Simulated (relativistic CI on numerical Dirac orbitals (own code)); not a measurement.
# Cd³⁺: 4s photoemission multiplets

Wanted: the shape of the 4s photoemission spectrum of Cd³⁺ in 4 surroundings, from the same atomic integrals.

Method: Dirac-Coulomb-Breit CI, KLI orbitals optimised for each configuration, model QED (radiative potential, 1s self-energy scaled to tabulated hydrogen-like ionisation energies), valence Slater integrals scaled by 0.9, multiplet model of photoemission in the sudden approximation. Code: relativistic CI on numerical Dirac orbitals (own code) version 1.

## 1. The system

| Item | Value |
| --- | --- |
| ion | Cd³⁺ (Cd IV) |
| nuclear charge | 48 |
| electrons | 45 |
| configurations | [Kr] 4d9 → [Ar] 3d10 4s 4p6 4d9 |
| temperature | 300 K |
| widths | Lorentz 1.4 eV, Gauss 0.6 eV |
| surrounding 1 | free ion |
| surrounding 2 | Oh, 10Dq = 17200 cm⁻¹ |
| surrounding 3 | D4h, 10Dq = 19150, Ds = 900, Dt = -640 cm⁻¹ |
| surrounding 4 | Td, 10Dq = -18000 cm⁻¹ |

## 2. Surrounding 1: free ion

Input settings:

```ini
atom Cd  Z=48  charge=3  electrons=45
nucleus A=114  rms_radius_fm=4.6087
hamiltonian dirac-coulomb  breit=on  qed=on  c_scale=1
orbitals kli  potential=per-configuration
slater_scale 0.9
correlation none
mixing on
configurations
  [Kr] 4d9
  [Ar] 3d10 4s 4p6 4d9
end
photoemission 4s T=300 lorentz=1.4 gauss=0.6
crystal_field free
```

## 3. Surrounding 2: Oh, 10Dq = 17200

The settings differ from step 2 so:

```diff
@@ -12,2 +12,2 @@
 photoemission 4s T=300 lorentz=1.4 gauss=0.6
-crystal_field free
+crystal_field Oh 10Dq=17200
```

## 4. Surrounding 3: D4h, 10Dq = 19150, Ds = 900, Dt = -640

The settings differ from step 3 so:

```diff
@@ -12,2 +12,2 @@
 photoemission 4s T=300 lorentz=1.4 gauss=0.6
-crystal_field Oh 10Dq=17200
+crystal_field D4h 10Dq=19150 Ds=900 Dt=-640
```

## 5. Surrounding 4: Td, 10Dq = -18000

The settings differ from step 4 so:

```diff
@@ -12,2 +12,2 @@
 photoemission 4s T=300 lorentz=1.4 gauss=0.6
-crystal_field D4h 10Dq=19150 Ds=900 Dt=-640
+crystal_field Td 10Dq=-18000
```

(Steps that only read results are left out.)

What does the calculation give? Wanted: highest peak, first run; ground spin.

As calculated:

| surrounding | ground S | centroid (eV) | spread (eV) | up to four highest peaks (% of the highest), eV |
| --- | --- | --- | --- | --- |
| 1: free | 0.50 | 160.77 | 1.75 | 159.8 (100), 164.2 (31) |
| 2: Oh | 0.50 | 160.79 | 1.75 | 159.8 (100), 164.0 (33) |
| 3: D4h | 0.50 | 160.80 | 1.75 | 159.8 (100), 164.0 (32) |
| 4: Td | 0.50 | 160.77 | 1.75 | 159.8 (100), 164.2 (29) |

| quantity | value |
| --- | --- |
| highest peak, first run | 159.8 eV |
| ground spin (effective S from ⟨S²⟩) | 0.50 |

The highest peak stays in place, within the step of the energy grid, in all surroundings. Energies are those of the free ion without screening by ligands; binding energies in solids differ by tens of eV. The exchange splitting of an s hole comes out too large without intra-shell correlation.
